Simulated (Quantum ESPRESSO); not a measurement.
Crystal: NbSi.

```
Nb Si
1.0
     0.00000    2.57383    2.57383
     2.57383    0.00000    2.57383
     2.57383    2.57383    0.00000
Nb Si
1 1
Direct
  0.00000 0.00000 0.00000
  0.50000 0.50000 0.50000
```

The cell was built by a generator and needn't be a form met in nature.

- Program: Quantum ESPRESSO 7.5
- Task: phonons
- Functional: LDA
- Potentials or basis: GBRV 1.5 LDA
- Cutoff: 612 eV
- Density cutoff: 4898 eV
- k mesh: 9 × 9 × 9
- Occupations: cold, width 0.2 eV
- Spin: no spin polarisation
- Target pressure: 8 GPa
- Form of the LDA correlation: PZ81
- Mixing beta: 0.5
- Most SCF iterations: 120
- SCF threshold: 4e-10 Ry

The cell and the atoms were relaxed first at 8 GPa, to 15.53 Å³/atom (a = 3.528 Å, b = 3.528 Å, c = 3.528 Å, α = 60.00°, β = 60.00°, γ = 60.00°), and the response was taken there.

**Question.** Where do the zone-centre optical modes lie?

**Answer.** T1u at 414 cm⁻¹ (IR).

Optical modes at Γ, degenerate ones joined:
| cm⁻¹ | components | symmetry | active in |
| --- | --- | --- | --- |
| 414 | 3 | T1u | IR |

Caveat: the cell is more than 3 GPa from zero pressure, which shifts response properties.
